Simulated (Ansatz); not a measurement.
# B2F4H4N2: a ladder of functionals and wavefunction methods

The task here is to estimate one member of a computed series from the others.

Program: Ansatz 0.2.0, Gaussian basis. Level of theory: functionals in def2-TZVPP, the program's frozen cores in correlated methods. These are calculated values, not measurements.

Plan: LDA (SPW92), PBE-D4, revPBE-D4, BLYP-D4, r2SCAN-D4, B97M-V, PBE0-D4, B3LYP-D4, r2SCANh-D4, r2SCAN0-D4, HSE06-D4, BHLYP-D4, CAM-B3LYP-D4, LC-ωPBE, ωB97X-V, ωB97M-V, B2PLYP, PBE-QIDH; CCSD(T)/def2-SVP; MP2/def2-TZVPP; MP2/def2-QZVPP; RPA on PBE.

## The geometry

All runs share one geometry, relaxed beforehand with PBE0-D4 in a triple-zeta def2 set.

SMILES `F[B-]1(F)[NH2+][B-](F)(F)[NH2+]1`, 12 atoms, charge 0, spin multiplicity 1.

Atoms are counted from 1 here; the program's logs count them from 0.

Bond lengths: F1–B2 1.362 Å, B2–F3 1.362 Å, B2–N4 1.599 Å, B2–N8 1.599 Å, N4–B5 1.599 Å, N4–H9 1.013 Å, N4–H10 1.013 Å, B5–F6 1.362 Å, B5–F7 1.362 Å, B5–N8 1.599 Å, N8–H11 1.013 Å, N8–H12 1.013 Å. Angles: F1–B2–F3 116.0°, F1–B2–N4 111.6°, F1–B2–N8 111.6°, F3–B2–N4 111.6°, F3–B2–N8 111.6°, N4–B2–N8 92.1°, B2–N4–B5 87.9°, B2–N4–H9 114.5°, B2–N4–H10 114.5°, B5–N4–H9 114.5°, B5–N4–H10 114.5°, H9–N4–H10 109.5°, N4–B5–F6 111.6°, N4–B5–F7 111.6°, N4–B5–N8 92.1°, F6–B5–F7 116.0°, F6–B5–N8 111.6°, F7–B5–N8 111.6° and more.

The first run:

File in.yaml:

```yaml
crystal:
  periodic: [false, false, false]
  atoms:
    - {symbol: F, position_ang: [0.729739, -0.635767, 1.945419]}
    - {symbol: B, position_ang: [0.750946, -0.588213, 0.584158]}
    - {symbol: F, position_ang: [1.741433, -1.300384, -0.022029]}
    - {symbol: N, position_ang: [0.694722, 0.916948, 0.046462]}
    - {symbol: B, position_ang: [-0.737535, 0.578652, -0.579630]}
    - {symbol: F, position_ang: [-1.729504, 1.292103, 0.022638]}
    - {symbol: F, position_ang: [-0.712811, 0.623589, -1.940910]}
    - {symbol: N, position_ang: [-0.682630, -0.925645, -0.039377]}
    - {symbol: H, position_ang: [0.679871, 1.622722, 0.773115]}
    - {symbol: H, position_ang: [1.408048, 1.147126, -0.635106]}
    - {symbol: H, position_ang: [-1.395252, -1.153321, 0.643775]}
    - {symbol: H, position_ang: [-0.670029, -1.632910, -0.764615]}
basis:
  gaussian: {orbitals: def2-TZVPP}
hamiltonian: {xc: lda}
output: {orbitals: {seedname: orbitals}}
```

Run with:

```bash
> ansatz run in.yaml --threads 4 --pin off --events-out ev --progress --plain --max-ram 11315MiB
```

Steps of the session up to this table: LDA; PBE-D4 (GGA); revPBE-D4 (GGA); BLYP-D4 (GGA); r2SCAN-D4 (meta-GGA); B97M-V (meta-GGA); B3LYP-D4 (hybrid); r2SCANh-D4 (hybrid); r2SCAN0-D4 (hybrid); HSE06-D4 (hybrid); BHLYP-D4 (hybrid); CAM-B3LYP-D4 (range-separated); LC-ωPBE (range-separated); ωB97X-V (range-separated); ωB97M-V (range-separated); B2PLYP (double hybrid); PBE-QIDH (double hybrid).

One of the session's tables, all rows but one given; the rest of the session is left out.

It belongs to the step «Orbital energies across the functionals». 

| functional | HOMO (eV) | LUMO (eV) | gap (eV) |
| --- | --- | --- | --- |
| LDA (SPW92) | -8.19 | -0.51 | 7.69 |
| PBE-D4 | -7.97 | -0.38 | 7.59 |
| revPBE-D4 | -7.89 | -0.31 | 7.58 |
| BLYP-D4 | -7.91 | -0.44 | 7.46 |
| r2SCAN-D4 | -8.39 | 0.38 | 8.76 |
| B97M-V | -8.52 | -0.17 | 8.35 |
| PBE0-D4 | -9.75 | 0.44 | 10.20 |
| B3LYP-D4 | -9.50 | 0.05 | 9.55 |
| r2SCANh-D4 | -9.05 | 0.61 | 9.66 |
| r2SCAN0-D4 | -10.04 | 0.95 | 10.99 |
| HSE06-D4 | -9.34 | 0.08 | 9.42 |
| BHLYP-D4 | -11.48 | 0.98 | 12.46 |
| CAM-B3LYP-D4 | -11.26 | 1.13 | 12.39 |
| LC-ωPBE | -12.55 | 2.51 | 15.06 |
| ωB97X-V | -12.22 | 2.27 | 14.49 |
| ωB97M-V | ? | ? | ? |

Estimate the missing values for ωB97M-V.

The run gave: HOMO (eV): -12.14; LUMO (eV): 1.76; gap (eV): 13.90. In the column «HOMO (eV)» it lies between ωB97X-V (-12.22) and BHLYP-D4 (-11.48).
